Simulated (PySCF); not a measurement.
# C4H6F2OS: the cost of one run

Programs: PySCF 2.14.0, with routines of our own; each step states its level. All values are computed. Atoms count from 0.

### Step 1. The starting structure

14 atoms, charge 0, multiplicity 1; geometry from: GFN2-xTB.

### Step 2. Circular dichroism and optical rotation: TDDFT LC-wPBE/def2-SVPD

Job settings and geometry (Å):

```
{"job": {"kind": "ecd", "xc": "LC-wPBE", "basis": "def2-SVPD", "nstates": 16}, "charge": 0, "multiplicity": 1}
F     -1.518755     0.852370     1.343196
C     -1.178667     0.311438     0.131097
C     -0.077000     1.142712    -0.538555
O      1.155379     1.099515     0.136119
C      1.736252    -0.152463     0.158439
S      0.803606    -1.331577     1.216444
C     -0.778250    -1.151585     0.340381
F     -0.717314    -1.747393    -0.895994
H     -2.082109     0.342456    -0.494532
H     -0.374815     2.193061    -0.543793
H      0.033483     0.782664    -1.572717
H      1.805480    -0.601160    -0.841295
H      2.722714    -0.055612     0.609330
H     -1.530682    -1.684897     0.929715
```

Level: TDDFT LC-wPBE/def2-SVPD circular dichroism and optical rotation, one conformer, gas phase.

On the command line:

```sh
$ OMP_NUM_THREADS=1 python excited_run.py task.json out
```

One launch serves the whole session: the jobs run in the order shown.

Q: Estimate the wall time and peak memory of this job on 1 thread of Arm Neoverse V1, shared host.

About 1.8 min, with a peak of 0.93 GiB.
